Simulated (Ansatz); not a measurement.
# KAl3H9: the cost of one run

Program: Ansatz 0.2.0. Level of theory: DFT PBE, scalar-relativistic, plane waves, PAW, unless a step names another level. These are calculated values, not measurements.

## (1) The structure to begin with

It takes space group Pmm2 (No. 25, orthorhombic). Conventional cell: a = 3.565 Å, b = 6.764 Å, c = 5.799 Å, α = 90.00°, β = 90.00°, γ = 90.00°. K (site symmetry mm2) has 12 H at 2.71 to 3.10 Å as nearest neighbours. Around Al (site symmetry m) lie 6 H at 1.71 to 1.79 Å. Al (site symmetry mm2) has 4 H at 1.79 to 1.84 Å as nearest neighbours. H (site symmetry m) is surrounded by 2 Al at 1.78 Å. H (site symmetry mm2) has 2 Al at 1.74 Å as nearest neighbours. H (site symmetry mm2) is surrounded by 2 Al at 1.79 Å. H (site symmetry m) has 2 Al at 1.78 to 1.84 Å as nearest neighbours. Around H (site symmetry m) lie 1 Al at 1.71 Å. Only part of the 9 independent sites is listed.

As a file:

```
K Al H
1.0
     3.56529    0.00000    0.00000
     0.00000    6.76442    0.00000
     0.00000    0.00000    5.79865
K Al H
1 3 9
Direct
  0.50000 0.50000 0.46597
  0.00000 0.24650 0.00345
  0.00000 0.75350 0.00345
  0.00000 0.00000 0.53425
  0.50000 0.25104 0.01785
  0.00000 0.00000 0.91733
  0.00000 0.50000 0.09228
  0.00000 0.18626 0.30304
  0.00000 0.28381 0.71253
  0.50000 0.74896 0.01785
  0.00000 0.81374 0.30304
  0.00000 0.71619 0.71253
  0.50000 0.00000 0.56792
```

The cell was relaxed beforehand at this level, from a generated guess; it needn't be the stable form of this composition. At a tolerance of 0.05 Å it has space group Pmm2 (No. 25); it has 10.76 Å³/atom, an uncorrected energy of -0.01 eV/atom over the elements.

## (2) Bands, states and charges

input.yaml reads:

```yaml
crystal:
  lattice:
    - [3.5652920226, 0.0, 0.0]
    - [0.0, 6.7644163746, 0.0]
    - [0.0, 0.0, 5.7986517221]
  atoms:
    - { symbol: K, position: [0.5, 0.5, 0.4659704394] }
    - { symbol: Al, position: [0.0, 0.2464986157, 0.0034502975] }
    - { symbol: Al, position: [0.0, 0.7535013843, 0.0034502975] }
    - { symbol: Al, position: [0.0, 0.0, 0.53424515] }
    - { symbol: H, position: [0.5, 0.2510358328, 0.0178454858] }
    - { symbol: H, position: [0.0, 0.0, 0.9173343931] }
    - { symbol: H, position: [0.0, 0.5, 0.0922814919] }
    - { symbol: H, position: [0.0, 0.186263189, 0.3030438692] }
    - { symbol: H, position: [0.0, 0.2838078243, 0.7125259694] }
    - { symbol: H, position: [0.5, 0.7489641672, 0.0178454858] }
    - { symbol: H, position: [0.0, 0.813736811, 0.3030438692] }
    - { symbol: H, position: [0.0, 0.7161921757, 0.7125259694] }
    - { symbol: H, position: [0.5, 0.0, 0.5679232621] }
basis:
  ecutwfc: 420
kpoints:
  mp_grid: { grid: [10, 6, 8] }
  band_path:
    path:
      - [[0.0, 0.0, 0.0], [0.5, 0.0, 0.0], [0.5, 0.5, 0.0], [0.0, 0.5, 0.0], [0.0, 0.0, 0.0], [0.0, 0.0, 0.5], [0.5, 0.0, 0.5], [0.5, 0.5, 0.5], [0.0, 0.5, 0.5], [0.0, 0.0, 0.5]]
      - [[0.5, 0.0, 0.0], [0.5, 0.0, 0.5]]
      - [[0.0, 0.5, 0.0], [0.0, 0.5, 0.5]]
      - [[0.5, 0.5, 0.0], [0.5, 0.5, 0.5]]
    npoints: 10
hamiltonian:
  xc: pbe
scf:
  occupations: { method: gaussian, width: 0.1 }
  n_extra_bands: 32
output:
  forces: true
  stress: true
  eigenvalues: true
  populations: true
  dos: { projected: true, de: 0.02, nscf_kmesh: { grid: [12, 8, 10] } }
  bader: false
```

Command:

```console
> ansatz run input.yaml --threads 1 --pin off --max-ram 2560MiB --backend cpu --events-out ev --progress --plain --runs-dir out
```

What time and memory should one allow on 1 thread of Arm Neoverse V2, shared host?

About 3.4 min, with a peak of 1 GiB.
